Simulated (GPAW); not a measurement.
The system is Cd2S.

```
Cd S
1.0
     3.96267    0.00000    0.00000
    -1.98134    3.43177    0.00000
     0.00000    0.00000    5.80919
Cd S
2 1
Direct
  0.33333 0.66667 0.93272
  0.66667 0.33333 0.57873
  0.33333 0.66667 0.36571
```

The cell comes from a database or a generator and needn't be the stable form of this composition.

Base run:

- Program: GPAW 26.7.0
- Functional: r2SCAN
- Potentials or basis: GPAW PAW data sets (gpaw-data 1.2.1)
- Cutoff: 600 eV
- Basis: pw
- k mesh: 6 × 6 × 4
- Occupations: fermi-dirac, width 0.05 eV
- Spin: no spin polarisation

Its results: pressure -2.0 GPa; largest force 0.019 eV/Å.

The run is repeated on the same cell with these changes: functional from r2SCAN to PBE. What comes out?

Pressure -0.5 GPa; largest force 0.060 eV/Å.

Caveats: the PAW data sets were made with another functional, which shifts forces and pressure a little (some runs).
